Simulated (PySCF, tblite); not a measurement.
**C5H12S2Si: geometry, infrared bands and NMR shifts**

Wanted: the infrared bands and NMR shifts of C5H12S2Si (`CCS[C@@H]1C[Si@@H]1SC`), by calculation.

Programs: tblite 0.8.0 and PySCF 2.14.0, with density-fitted response routines of our own. Each step states its level of theory. These are calculated values for one molecule in the gas phase, unless marked as measured. Atoms are numbered from 0 throughout.

### Step 1. Starting geometry

20 atoms, charge 0, multiplicity 1; geometry from: force field or distance geometry start.

Bonds of the start (Å): C0–C1 1.49, C1–S2 1.83, S2–C3 1.82, C3–C4 1.50, C4–Si5 1.87, Si5–S6 2.14, S6–C7 1.83, Si5–C3 1.83, C0–H8 1.12, C0–H9 1.11, C0–H10 1.12, C1–H11 1.12, C1–H12 1.13, C3–H13 1.10, C4–H14 1.10, C4–H15 1.10, Si5–H16 1.46, C7–H17 1.13, C7–H18 1.09, C7–H19 1.12.

### Step 2. Geometry optimisation with GFN2-xTB

What the job is given:

```
{"job": {"kind": "relax", "xc": "GFN2-xTB", "basis": "xTB"}, "charge": 0, "multiplicity": 1}
C     -3.635400    -0.305800     0.352300
C     -2.499400    -0.983200     1.040400
S     -1.151900    -1.409200    -0.117300
C     -0.384900     0.116800    -0.735400
C      0.774700    -0.106000    -1.658900
Si     1.200200     0.707600    -0.029500
S      2.441300    -0.545400     1.180700
C      4.123600    -0.348200     0.490900
H     -3.773000     0.687600     0.850500
H     -3.438600    -0.133000    -0.728200
H     -4.580400    -0.893600     0.461300
H     -2.837800    -1.908200     1.570000
H     -2.042500    -0.316900     1.830900
H     -1.065500     0.918700    -1.071200
H      1.093800    -1.155100    -1.763300
H      0.927600     0.566500    -2.511100
H      1.613200     2.106700    -0.097900
H      4.054200    -0.800500    -0.539200
H      4.889700    -0.820300     1.114200
H      4.285900     0.748200     0.357700
```

On the command line:

```bash
$ OMP_NUM_THREADS=1 python probes_run.py task.json out
```

The driver reads the jobs from task.json and runs them one after another.

**Question.** This job is followed by: GFN2-xTB harmonic vibrations, gas phase; GIAO PBE0/pcSseg-1 NMR shielding, non-relativistic, gas phase. Predict these results of the whole session: strongest single infrared mode (GFN2-xTB); zero-point energy (GFN2-xTB); ¹³C shifts against TMS (PBE0/pcSseg-1); ¹H shifts against TMS (PBE0/pcSseg-1, means over atoms taken as alike); ³³S shifts against CS2 (PBE0/pcSseg-1); ²⁹Si shifts against TMS (PBE0/pcSseg-1); surface potential, 1st and 99th percentile.

The runs gave:

```
                                                              quantity                                               value
                             strongest single infrared mode (GFN2-xTB)                               2367 cm⁻¹, 260 km/mol
                                          zero-point energy (GFN2-xTB)                                       98.0 kcal/mol
                                ¹³C shifts against TMS (PBE0/pcSseg-1)                    41.0, 25.3, 18.5, 17.1, 15.9 ppm
¹H shifts against TMS (PBE0/pcSseg-1, means over atoms taken as alike)  4.04, 2.67, 2.32, 2.29, 2.20, 1.34, 1.33, 1.15 ppm
                                ³³S shifts against CS2 (PBE0/pcSseg-1)                                        39, -192 ppm
                               ²⁹Si shifts against TMS (PBE0/pcSseg-1)                                           -91.5 ppm
                                 surface potential, 1st and 99th percentile                                  -1.20 V and 1.02 V
```

Over 184 steps the energy fell by 0.804 eV; of the close pairs, C3–Si5 changed most, 1.833 to 1.892 Å. All 54 modes are real, so the xTB geometry is a minimum. The strongest single mode, at 2367 cm⁻¹, moves mainly H16. GFN2-xTB is a fitted tight-binding method: band positions and strengths are rough. Its intensities can rank the bands wrongly.
